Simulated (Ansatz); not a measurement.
# C2H5BS: basis-set convergence

The task here is to estimate one member of a computed series from the others.

Method: one geometry, several basis sets; program: Ansatz 0.2.0, Gaussian basis.

Plan: PBE0-D4/def2-SVP; ωB97M-V/def2-SVP; PBE0-D4/def2-QZVPP; ωB97M-V/def2-QZVPP; the functionals' def2-TZVPP values are taken from earlier runs.

## The geometry

All runs share one geometry, relaxed beforehand with PBE0-D4 in a triple-zeta def2 set.

SMILES `B1CSC1`, 9 atoms, charge 0, spin multiplicity 1.

Atoms are counted from 1 here; the program's logs count them from 0.

Bond lengths: B1–C2 1.570 Å, B1–C4 1.570 Å, B1–H5 1.198 Å, C2–S3 1.830 Å, C2–H6 1.094 Å, C2–H7 1.094 Å, S3–C4 1.830 Å, C4–H8 1.094 Å, C4–H9 1.094 Å. Angles: C2–B1–C4 99.5°, C2–B1–H5 130.2°, C4–B1–H5 130.2°, B1–C2–S3 89.3°, B1–C2–H6 115.6°, B1–C2–H7 115.7°, S3–C2–H6 114.0°, S3–C2–H7 113.9°, H6–C2–H7 107.7°, C2–S3–C4 81.8°, B1–C4–S3 89.3°, B1–C4–H8 115.6°, B1–C4–H9 115.7°, S3–C4–H8 114.0°, S3–C4–H9 113.9°, H8–C4–H9 107.7°.

The first run:

Input file in.yaml:

```yaml
crystal:
  periodic: [false, false, false]
  atoms:
    - {symbol: B, position_ang: [-0.398111, 0.508221, -0.454724]}
    - {symbol: C, position_ang: [1.130607, 0.462986, -0.098004]}
    - {symbol: S, position_ang: [0.830828, -1.041577, 0.900370]}
    - {symbol: C, position_ang: [-0.888400, -0.752867, 0.342489]}
    - {symbol: H, position_ang: [-1.010114, 1.276144, -1.140216]}
    - {symbol: H, position_ang: [1.809612, 0.309103, -0.942322]}
    - {symbol: H, position_ang: [1.507683, 1.311385, 0.481264]}
    - {symbol: H, position_ang: [-1.302212, -1.564832, -0.263375]}
    - {symbol: H, position_ang: [-1.591394, -0.554862, 1.157420]}
basis:
  gaussian: {orbitals: def2-SVP}
hamiltonian: {xc: pbe0, dispersion: d4}
output: {orbitals: {seedname: orbitals}}
```

Run with:

```sh
$ ansatz run in.yaml --threads 2 --pin off --events-out ev --progress --plain --max-ram 4352MiB
```

Among the steps run: PBE0-D4 in def2-SVP; ωB97M-V in def2-SVP; PBE0-D4 in def2-QZVPP; ωB97M-V in def2-QZVPP.

One table of the session follows, with a row left open; its other results are not shown here.

It belongs to the step «Density functionals: the series». 

```
functional       basis  HOMO (eV)
   PBE0-D4    def2-SVP          ?
   PBE0-D4  def2-TZVPP      -6.38
   PBE0-D4  def2-QZVPP      -6.42
   ωB97M-V    def2-SVP      -8.45
   ωB97M-V  def2-TZVPP      -8.60
   ωB97M-V  def2-QZVPP      -8.64
```

Estimate the missing values for PBE0-D4, def2-SVP.

The run gave: HOMO (eV): -6.24. In the column «HOMO (eV)» it is the highest.
